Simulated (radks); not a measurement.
# The Coulomb parameter U of the 4d shell of Cd³⁺

Aim: U as the second difference [E(n + 0.5) + E(n − 0.5) − 2E(n)]/0.5², with all orbitals relaxed. Bare: the atom's charge changes with n. Screened: the 5s shell takes up the change. The start is a model configuration, not necessarily the ground state.

Program: radks (a radial shooting solver on a logarithmic mesh, Libxc functionals) version 1. Level of theory: Dirac Kohn-Sham, PBEsol, spin-unpolarised, spherical densities, point nucleus; open shells are shared between the two j in proportion to 2j + 1. These are calculated values, not measurements, unless marked.

### Step 1. Starting point

* element: cadmium (Z = 48)
* charge: +3
* electrons: 45
* configuration: [Kr] 4d8 5s1

The outer shells:

Cd³⁺
```
[Kr] core
4d [↑↓][↑↓][↑↓][↑ ][↑ ]
5s [↑ ]
```

### Step 2. Start: [Kr] 4d8 5s1

Input:

```text
Z 48
configuration [Kr] 4d8 5s1
relativity Dirac
functional pbe_sol,pbe_sol
spin unpolarised
j_filling average
nucleus point
c 137.035999084
```

### Step 3. Bare +0.5: [Kr] 4d8.5 5s1

Input: that of step 2 with these lines changed.

```diff
@@ -1,3 +1,3 @@
 Z 48
-configuration [Kr] 4d8 5s1
+configuration [Kr] 4d8.5 5s1
 relativity Dirac
```

### Step 4. Bare -0.5: [Kr] 4d7.5 5s1

Input: that of step 3 with these lines changed.

```diff
@@ -1,3 +1,3 @@
 Z 48
-configuration [Kr] 4d8.5 5s1
+configuration [Kr] 4d7.5 5s1
 relativity Dirac
```

### Step 5. Screened +0.5: [Kr] 4d8.5 5s0.5

Input: that of step 4 with these lines changed.

```diff
@@ -1,3 +1,3 @@
 Z 48
-configuration [Kr] 4d7.5 5s1
+configuration [Kr] 4d8.5 5s0.5
 relativity Dirac
```

### Step 6. Screened -0.5: [Kr] 4d7.5 5s1.5

Input: that of step 5 with these lines changed.

```diff
@@ -1,3 +1,3 @@
 Z 48
-configuration [Kr] 4d8.5 5s0.5
+configuration [Kr] 4d7.5 5s1.5
 relativity Dirac
```

Before running it: what results should come out?

As calculated:

```
         quantity  value (eV)
          U, bare      16.393
U, screened by 5s       2.636
```

What this shows: Letting 5s compensate leaves 16 % of the bare value; this second difference measures U(4d,4d) + U(5s,5s) − 2U(4d,5s). A solid screens further than the bare atom, so the bare value is an upper guide for the U of a crystal.
